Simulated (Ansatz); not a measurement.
# Sc: how the settings move a single-point run

Question: which choices in the input matter for Sc?

Computed with Ansatz 0.2.0 (reference: DFT, r2SCAN, all-electron PAW with datasets made for the crystal, scalar-relativistic, unless a step's input says otherwise).

## 1. The system as given

Symmetry: P4/nmm, No. 129, tetragonal system. Conventional cell: a = 5.423 Å, b = 5.423 Å, c = 3.435 Å, α = 90.00°, β = 90.00°, γ = 90.00°. Sc (site symmetry -4m2) is surrounded by 10 Sc at 3.15 to 3.44 Å. Sc (site symmetry 4mm) has 10 Sc at 3.15 to 3.44 Å as nearest neighbours.

Structure file:

```xyz
4
Lattice="5.4227 0.0000 0.0000 0.0000 5.4227 0.0000 0.0000 0.0000 3.4352" Properties=species:S:1:pos:R:3 pbc="T T T"
Sc    2.7113    2.7113    0.0000
Sc    0.0000    0.0000    0.0000
Sc    2.7113    0.0000    1.8298
Sc    0.0000    2.7113    1.6054
```

## 2. Baseline

Contents of input.yaml:

```yaml
crystal:
  lattice:
    - [5.422676, 0.0, 0.0]
    - [0.0, 5.422676, 0.0]
    - [0.0, 0.0, 3.435206]
  atoms:
    - { symbol: Sc, position: [0.5, 0.5, 0.0] }
    - { symbol: Sc, position: [0.0, 0.0, 0.0] }
    - { symbol: Sc, position: [0.5, 0.0, 0.532664] }
    - { symbol: Sc, position: [0.0, 0.5, 0.467336] }
kpoints:
  mp_grid: { grid: [7, 7, 11] }
  band_path:
    path:
      - [0.0, 0.0, 0.0]
      - [0.0, 0.5, 0.0]
      - [0.5, 0.5, 0.0]
      - [0.0, 0.0, 0.0]
      - [0.0, 0.0, 0.5]
      - [0.0, 0.5, 0.5]
      - [0.5, 0.5, 0.5]
      - [0.0, 0.0, 0.5]
      - [0.0, 0.5, 0.0]
    npoints: 8
scf:
  occupations: { method: fermi_dirac, width: 0.03 }
hamiltonian:
  xc: r2scan
  pseudopotentials: { kind: all_electron, datasets: crystal }
output:
  forces: true
  stress: true
  eigenvalues: true
  efg: { contact_densities: true }
```

The run is started by

```bash
$ ansatz run input.yaml --threads 1 --pin off --max-ram 4096MiB --backend cpu --events-out ev --progress --plain --runs-dir out
```

## 3. Variant: preconditioner kerker_dos, xc_grid 2

input.yaml, as its differences from that of step 2:

```diff
@@ -26,2 +26,3 @@
   occupations: { method: fermi_dirac, width: 0.03 }
+  mixing: { preconditioner: kerker_dos }
 hamiltonian:
@@ -34 +35,3 @@
   efg: { contact_densities: true }
+basis:
+  xc_grid: 2
```

**Question.** What will these runs give? Wanted: for each run, ending; energy change; pressure; gap; force.

The runs gave:

| run | ending | energy change | pressure (GPa) | gap (eV) | force (eV/Å) | cycles | time |
| --- | --- | --- | --- | --- | --- | --- | --- |
| reference | converged | 0 | -0.5 | 0.00 | 0.16 | 9 | 71 s |
| 1: preconditioner kerker_dos, xc_grid 2 | converged | 0.0 meV/atom | -0.5 | 0.00 | 0.16 | 14 | 74 s |

Residual by cycle in the longest SCF loop of each run; runs are numbered as in the table. The quantity is the density residual dr2, in eV.

```
cycle  reference    run 1
    1       1.45     1.45
    2      0.471    0.885
    3     0.0296    0.208
    5     4.5e-4  0.00542
    6     7.9e-5  0.00118
    7     1.5e-5   3.2e-4
    8     3.6e-7   2.8e-5
    9     6.5e-8   1.7e-5
   10          -   1.3e-5
   12          -   5.8e-6
   13          -   2.7e-7
   14          -   6.5e-8
```

Changing the mixing and numerical grids leaves the energy as it was (0.0 meV/atom).
